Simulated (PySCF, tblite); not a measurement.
**C6H7BF2: geometry, infrared bands and NMR shifts**

What infrared bands and NMR shifts should C6H7BF2 (`C=C=C(C=C)CB(F)F`) show?

Programs: tblite 0.8.0 and PySCF 2.14.0, with density-fitted response routines of our own. Each step states its level of theory. These are calculated values for one molecule in the gas phase, unless marked as measured. Atoms count from 0, in the outputs and in this text.

## Step 1: Starting geometry

16 atoms, charge 0, multiplicity 1; geometry from: force field or distance geometry start.

Bonds of the start (Å): C0–C1 1.30, C1–C2 1.33, C2–C3 1.42, C3–C4 1.33, C2–C5 1.46, C5–B6 1.59, B6–F7 1.45, B6–F8 1.45, C0–H9 1.05, C0–H10 1.08, C3–H11 1.10, C4–H12 1.08, C4–H13 1.08, C5–H14 1.12, C5–H15 1.11.

## Step 2: Relaxing the molecule with GFN2-xTB

Job settings and geometry (Å):

```
{"job": {"kind": "relax", "xc": "GFN2-xTB", "basis": "xTB"}, "charge": 0, "multiplicity": 1}
C     -0.404500     2.806500     0.619200
C     -0.103800     1.587100     0.301900
C      0.222700     0.340700    -0.015700
C      1.262500    -0.249200     0.751900
C      1.617700    -1.498300     0.481600
C     -0.539400    -0.244200    -1.116700
B     -1.319900    -1.551400    -0.647400
F     -2.471500    -1.889900    -1.454800
F     -1.322800    -1.971700     0.742000
H      0.113400     3.572900     0.120300
H     -1.184900     2.916000     1.355900
H      1.768300     0.268200     1.575200
H      1.151900    -2.071300    -0.305300
H      2.417700    -1.922300     1.077500
H     -1.320300     0.443600    -1.528300
H      0.105300    -0.527900    -1.968700
```

Started as:

```bash
> OMP_NUM_THREADS=1 python probes_run.py task.json out
```

This one command runs all jobs of the session in turn.

**Question.** This job is followed by: GFN2-xTB harmonic vibrations, gas phase; GIAO PBE0/pcSseg-1 NMR shielding, non-relativistic, gas phase. What will the session give for the following? strongest single infrared mode (GFN2-xTB); zero-point energy (GFN2-xTB); 13C shifts against TMS (PBE0/pcSseg-1); 1H shifts against TMS (PBE0/pcSseg-1, means over atoms taken as alike); 11B shifts against BF3·OEt2 (PBE0/pcSseg-1); 19F shifts against CFCl3 (PBE0/pcSseg-1, means over atoms taken as alike); surface potential, 1st and 99th percentile.

**Answer**, as computed:

```
                                                                 quantity                                       value
                                strongest single infrared mode (GFN2-xTB)                       1271 cm⁻¹, 374 km/mol
                                             zero-point energy (GFN2-xTB)                               71.3 kcal/mol
                                   13C shifts against TMS (PBE0/pcSseg-1)  227.2, 144.0, 117.8, 106.1, 78.5, 18.4 ppm
   1H shifts against TMS (PBE0/pcSseg-1, means over atoms taken as alike)            6.73, 5.38, 5.17, 4.94, 1.98 ppm
                              11B shifts against BF3·OEt2 (PBE0/pcSseg-1)                                    28.5 ppm
19F shifts against CFCl3 (PBE0/pcSseg-1, means over atoms taken as alike)                                   -67.2 ppm
                                    surface potential, 1st and 99th percentile                          -0.86 V and 1.36 V
```

In words: The optimisation took 132 steps and gained 1.134 eV; among the close pairs (by a distance rule), B6–F8 changed most, from 1.452 to 1.317 Å. All 42 modes are real, so the xTB geometry is a minimum. The strongest single mode, at 1271 cm⁻¹, moves mainly B6. Unscaled tight-binding wavenumbers are off by several per cent, some by more. Its intensities can rank the bands wrongly. C1 (central carbon of an allene) lies farthest downfield among carbon, at 227.2 ppm; the central sp carbon of an allene is among the most deshielded carbons of hydrocarbons. H11 (hydrogen on an alkene CH) lies farthest downfield among hydrogen, at 6.73 ppm; olefinic region. At PBE0/pcSseg-1: The widest tensor belongs to F7, F8: span 305 ppm, with a paramagnetic part of -230 ppm. By nearest atom (PBE0/pcSseg-1), the HOMO sits on C1, C4 about 25 % each; C2 19 % and the LUMO on C1, C4 about 23 % each; C3 16 %.
